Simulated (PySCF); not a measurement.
# K at other levels of theory

Aim: see what other levels and later steps give for K.

Method: each script names its method and basis; program: PySCF 2.14.0.

1 further run of the same task is left out (it didn't finish).

**1. The atom**

K: 1 atom, charge 0, spin multiplicity 2.

**2. Base script**

Contents of input.py:

```python
from pyscf import gto, scf, mp

mol = gto.M(
    atom='K 0 0 0',
    basis='jorge-dzp',
    charge=0,
    spin=1,
    verbose=3,
)
mf = scf.UHF(mol)
mf.kernel()
mp.MP2(mf, frozen=5).kernel()
mf.dip_moment()
print('orbital energies (hartree):', [e[max(0, n-3):n+3].round(4) for e, n in zip(mf.mo_energy, mol.nelec)])
```

The run is started by

```sh
> OMP_NUM_THREADS=1 python input.py
```

**3. O3lyp (UKS)**

Edit 1 changes functional: none (Hartree–Fock) → o3lyp; SCF type: UHF → UKS; step after the SCF: mp2 → analyze.

Contents of input.py:

```python
from pyscf import gto, dft

mol = gto.M(
    atom='K 0 0 0',
    basis='jorge-dzp',
    charge=0,
    spin=1,
    verbose=3,
)
mf = dft.UKS(mol, xc='o3lyp')
mf.kernel()
mf.analyze()
print('orbital energies (hartree):', [e[max(0, n-3):n+3].round(4) for e, n in zip(mf.mo_energy, mol.nelec)])
```

**4. Population analysis**

Edit 2 changes step after the SCF: mp2 → analyze.

Contents of input.py:

```python
from pyscf import gto, scf

mol = gto.M(
    atom='K 0 0 0',
    basis='jorge-dzp',
    charge=0,
    spin=1,
    verbose=3,
)
mf = scf.UHF(mol)
mf.kernel()
mf.analyze()
print('orbital energies (hartree):', [e[max(0, n-3):n+3].round(4) for e, n in zip(mf.mo_energy, mol.nelec)])
```

**5. Hf,lyp (UKS)**

Edit 3 changes functional: none (Hartree–Fock) → hf,lyp; SCF type: UHF → UKS; step after the SCF: mp2 → analyze.

Contents of input.py:

```python
from pyscf import gto, dft

mol = gto.M(
    atom='K 0 0 0',
    basis='jorge-dzp',
    charge=0,
    spin=1,
    verbose=3,
)
mf = dft.UKS(mol, xc='hf,lyp')
mf.kernel()
mf.analyze()
print('orbital energies (hartree):', [e[max(0, n-3):n+3].round(4) for e, n in zip(mf.mo_energy, mol.nelec)])
```

**6. CASCI (ROHF)**

Edit 4 changes step after the SCF: mp2 → casci; SCF type: UHF → ROHF; active space: none → 5 electrons in 6 orbitals.

Contents of input.py:

```python
from pyscf import gto, scf, mcscf

mol = gto.M(
    atom='K 0 0 0',
    basis='jorge-dzp',
    charge=0,
    spin=1,
    verbose=3,
)
mf = scf.ROHF(mol)
mf.kernel()
mc = mcscf.CASCI(mf, 6, 5)
mc.kernel()
mc.analyze()
mf.dip_moment()
print('orbital energies (hartree):', mf.mo_energy[..., max(0, mol.nelec[1]-3):mol.nelec[0]+3].round(4))
```

**7. Wb97x-v (UKS)**

Edit 5 changes functional: none (Hartree–Fock) → wb97x-v; SCF type: UHF → UKS; step after the SCF: mp2 → analyze.

Contents of input.py:

```python
from pyscf import gto, dft

mol = gto.M(
    atom='K 0 0 0',
    basis='jorge-dzp',
    charge=0,
    spin=1,
    verbose=3,
)
mf = dft.UKS(mol, xc='wb97x-v')
mf.kernel()
mf.analyze()
print('orbital energies (hartree):', [e[max(0, n-3):n+3].round(4) for e, n in zip(mf.mo_energy, mol.nelec)])
```

Before running it: what results should come out? Wanted: for each run, E(SCF); from base; gap, α spin; after the SCF.

The runs gave:

```csv
run,E(SCF) (hartree),from base (eV),"gap, α spin (eV)",after the SCF
base,-599.150110,0,5.47,"MP2 correlation -0.936 eV, core frozen"
o3lyp (UKS),-599.923095,not comparable,2.28,n/a
population analysis,-599.150110,0.0000,5.47,n/a
"hf,lyp (UKS)",-599.930334,not comparable,5.59,n/a
CASCI (ROHF),-599.150040,+0.0019,n/a,CASCI correlation -0.008 eV
wb97x-v (UKS),-599.820686,not comparable,5.51,n/a
```

What this shows: A lower total energy from another functional means nothing by itself. The dearest run is “wb97x-v (UKS)”, at 14 s against 1.1 s.
